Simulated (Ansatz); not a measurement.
# AgPdS3: the cost of one run

Computed with Ansatz 0.2.0 (DFT PBE, scalar-relativistic, plane waves, PAW, unless a step's input says otherwise).

1 further run of the same task is left out (set aside as unsound or not needed).

**1. Starting point**

It takes space group Pm-3m (No. 221, cubic). Conventional cell: a = 4.512 Å, b = 4.512 Å, c = 4.512 Å, α = 90.00°, β = 90.00°, γ = 90.00°. Ag (site symmetry m-3m) is surrounded by 6 S at 2.26 Å. Around Pd (site symmetry m-3m) lie 12 S at 3.19 Å. Around S (site symmetry 4/mmm) lie 2 Ag at 2.26 Å and 4 Pd at 3.19 Å.

Coordinates:

```
Ag Pd S
1.0
     4.51242    0.00000    0.00000
     0.00000    4.51242    0.00000
     0.00000    0.00000    4.51242
Ag Pd S
1 1 3
Direct
  0.50000 0.50000 0.50000
  0.00000 0.00000 0.00000
  0.00000 0.50000 0.50000
  0.50000 0.00000 0.50000
  0.50000 0.50000 0.00000
```

(A quick probe on a coarse mesh, which set the mesh and smearing, is not shown.)

**3. A loose first relaxation**

Contents of input.yaml:

```yaml
crystal:
  lattice:
    - [4.5124164363, 0.0, 0.0]
    - [0.0, 4.5124164363, 0.0]
    - [0.0, 0.0, 4.5124164363]
  atoms:
    - { symbol: Ag, position: [0.5, 0.5, 0.5] }
    - { symbol: Pd, position: [0.0, 0.0, 0.0] }
    - { symbol: S, position: [0.0, 0.5, 0.5] }
    - { symbol: S, position: [0.5, 0.0, 0.5] }
    - { symbol: S, position: [0.5, 0.5, 0.0] }
basis:
  ecutwfc: 420
kpoints:
  mp_grid: { grid: [4, 4, 4] }
hamiltonian:
  xc: pbe
scf:
  occupations: { method: gaussian, width: 0.1 }
  lower_state_search: "off"
output:
  forces: true
  stress: true
  eigenvalues: true
relax:
  adjacent_minimum: "off"
  f_tol: 0.04
  max_steps: 70
  cell: { stress_tol: 0.4 }
```

Launch:

```
$ ansatz run input.yaml --threads 1 --pin off --max-ram 2560MiB --backend cpu --events-out ev --progress --plain --runs-dir out
```

**Question.** How long does this run take on 1 thread of Oxide Virtual Turin-like (Zen 5), shared host, and how much memory does it need?

About 11 s, with a peak of 0.42 GiB.
